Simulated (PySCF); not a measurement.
# Ti³⁺: dipole response in aug-cc-pVTZ

How polarisable is Ti³⁺ at the levels listed below?

The numbers are computed with PySCF 2.14.0 (unrestricted determinants in a Gaussian basis, no spin-orbit coupling in the energies), except any that are marked as measured or tabulated.

### 1 The system

```
Element     : titanium (Z = 22)
Basis       : aug-cc-pVTZ (8s7p5d3f2g, 93 functions)
Hamiltonian : the non-relativistic Hamiltonian (point nucleus)
State 1     : Ti³⁺: [Ar] 3d1, 2D determinant
Methods     : B97-3
```

Outer shells as boxes (Hund's rule):

Ti3+ [Ar] 3d1
```
[Ar] core
3d [↑ ][  ][  ][  ][  ]
```

The runs were made by one driver on top of PySCF. The scripts below sum up each run's settings (the driver also hands on starting orbitals that pick excited configurations, and frozen orbitals as a list rather than a count), and the logs come from the driver's own runs. The driver starts from symmetry-adapted Hartree-Fock orbitals, holds the occupation by maximum overlap and uses a logarithmic radial grid for functionals, so a plain start would take other cycles.

The integrals over 93 functions and the set-up took 2.1 s of CPU time.

### 2 Ti³⁺: B97-3

B97-3:

input.py reads:

```python
from pyscf import gto, scf, dft, mp, cc
import basis_set_exchange as bse
mol = gto.M(atom="Ti 0 0 0", charge=3, spin=1, symmetry="D2h",
            basis=gto.basis.parse(bse.get_basis("aug-cc-pVTZ", elements=["Ti"], fmt="nwchem")))
mf = dft.UKS(mol, xc="HYB_GGA_XC_B97_3")
mf.irrep_nelec = {'Ag': (3, 3), 'B1g': (1, 0), 'B1u': (2, 2), 'B2u': (2, 2), 'B3u': (2, 2)}
mf.kernel()
```

The program printed:

```text
damping factor = 0
level_shift factor = 0
DIIS = <class 'pyscf.scf.diis.CDIIS'>
diis_start_cycle = 1
diis_space = 10
diis_damp = 0
SCF conv_tol = 1e-09
SCF conv_tol_grad = None
number electrons alpha = 10  beta = 9
XC functionals = HYB_GGA_XC_B97_3
    T. W. Keal and D. J. Tozer.,  J. Chem. Phys. 123, 121103 (2005)
cycle= 1 E= -847.492861830352  delta_E= -0.00398  |g|= 0.012  |ddm|= 1.63
cycle= 2 E= -847.492896412531  delta_E= -3.46e-05  |g|= 0.00328  |ddm|= 0.206
cycle= 3 E= -847.492898983925  delta_E= -2.57e-06  |g|= 0.00064  |ddm|= 0.0761
cycle= 4 E= -847.4928990843  delta_E= -1e-07  |g|= 4.34e-05  |ddm|= 0.0124
cycle= 5 E= -847.492899085008  delta_E= -7.08e-10  |g|= 3e-06  |ddm|= 0.00032
converged SCF energy = -847.492899085008  <S^2> = 0.75062643  2S+1 = 2.0006263
```

CPU time 28 s on a shared host, the integrals not counted.

Orbital energies by shell (radii are means over both spins):

```tsv
shell	electrons	mean orbital energy (eV)	spread (eV)	rms radius (bohr)
1s α	1	-4910.5	0	0.0812
1s β	1	-4910.5	0	0.0812
2s α	1	-579.92	0	0.355
2s β	1	-579.52	0	0.355
2p α	3	-489.22	0.354	0.322
2p β	3	-488.87	0.751	0.322
3s α	1	-99.504	0	1.07
3s β	1	-98.305	0	1.07
3p α	3	-74.431	0.062	1.15
3p β	3	-73.128	1.608	1.15
3d α	1	-37.932	0	1.38
```

⟨S²⟩ = 0.751, ⟨L²⟩ = 6.01.

The driver then solved the coupled dipole response at imaginary frequencies: mean α = 2.242 bohr³ (xx, yy, zz: 2.402, 2.402, 1.922), C₆ = 5.720 au for a like pair.

Radial density 4πr²ρ of Ti³⁺ at B97-3:

```tsv
r (bohr)	density	spin density
0.00124	0.131	0.000
0.00209	0.356	0.000
0.00351	0.947	0.000
0.00591	2.41	0.000
0.00994	5.72	0.000
0.0167	12.0	0.000
0.0281	20.7	0.000
0.0473	26.0	0.000
0.0795	21.9	0.001
0.134	20.7	0.007
0.225	28.0	0.044
0.379	15.8	0.220
0.637	8.15	0.630
1.07	8.78	0.756
1.80	1.63	0.301
3.03	0.0443	0.026
5.10	0.000218	0.000
```

### 3 Polarisabilities and C₆

Ti³⁺, in atomic units:

```tsv
method	mean α	C₆ (like pair)	S(−4)
B97-3	2.242	5.720	1.654
```

α(iu) at B97-3:

```tsv
u (hartree)	α(iu) (bohr³)
0	2.242
0.0500	2.238
0.100	2.226
0.200	2.181
0.300	2.114
0.500	1.948
0.750	1.725
1.00	1.509
1.50	1.139
2.00	0.8618
3.00	0.5220
5.00	0.2409
```

### 4 What came out

| quantity | value |
| --- | --- |
| α of Ti³⁺ | 2.242 (B97-3) bohr³ |

What this shows: A single London oscillator with the computed α and C₆ of Ti³⁺ at B97-3 would have ω = 4 C₆ / (3 α²) = 1.52 hartree. All values hold for this basis alone; no basis-set limit was taken.
